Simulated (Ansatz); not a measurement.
# Cl2H4W: the cost of one run

Method: RKS PBE-D4/def2-SVP, in Ansatz 0.2.0.

1 further run of the same task is left out (it didn't finish).

## (1) The starting structure

Bond lengths: W1–Cl2 2.590 Å, W1–H3 1.920 Å, W1–H4 1.720 Å, W1–Cl5 2.390 Å, W1–H6 1.720 Å, W1–H7 1.720 Å. Angles (14 of 15 angles, heavy atoms first): Cl2–W1–Cl5 115.6°, Cl2–W1–H3 46.0°, Cl2–W1–H4 90.0°, Cl2–W1–H6 90.0°, Cl2–W1–H7 154.4°, H3–W1–Cl5 161.6°, H4–W1–Cl5 90.0°, Cl5–W1–H6 90.0°, Cl5–W1–H7 90.0°, H3–W1–H4 90.0°, H3–W1–H6 90.0°, H3–W1–H7 108.4°, H4–W1–H6 180.0°, H4–W1–H7 90.0°.

Structure file:

```xyz
7

W     0.0000    0.0000    0.0000
Cl    1.1194    0.0000    2.3356
H     1.8219    0.0000    0.6057
H     0.0000    1.7200    0.0000
Cl   -2.3900    0.0000    0.0000
H     0.0000   -1.7200    0.0000
H     0.0000    0.0000   -1.7200
```

## (2) Pulling towards end A

Springs on the bonds that form and break draw the guess towards this end; the thresholds are loose.

Input file input.yaml:

```yaml
crystal:
  periodic: [false, false, false]
  atoms:
    - { symbol: W, position_ang: [0.0, 0.0, 0.0] }
    - { symbol: Cl, position_ang: [1.1194, 0.0, 2.3356] }
    - { symbol: H, position_ang: [1.8219, 0.0, 0.6057] }
    - { symbol: H, position_ang: [0.0, 1.72, 0.0] }
    - { symbol: Cl, position_ang: [-2.39, 0.0, 0.0] }
    - { symbol: H, position_ang: [0.0, -1.72, 0.0] }
    - { symbol: H, position_ang: [0.0, 0.0, -1.72] }
basis:
  gaussian: { orbitals: def2-SVP }
hamiltonian:
  xc: pbe
  dispersion: d4
relax:
  f_tol: 0.15
  max_steps: 25
  restrain:
    - { distance: [1, 2], at: 2.57, k: 30.0 }
    - { distance: [0, 1], at: 2.39, k: 30.0 }
    - { distance: [0, 2], at: 1.72, k: 30.0 }
output:
  orbitals: {}
```

Started as:

```bash
$ ansatz run input.yaml --threads 2 --pin off --max-ram 3072MiB --backend cpu --events-out ev --progress --plain --runs-dir out
```

**Question.** How long does this run take on 2 threads of AMD EPYC 7R43 (Zen 3), shared host, and how much memory does it need?

About 40 s, with a peak of 0.19 GiB.
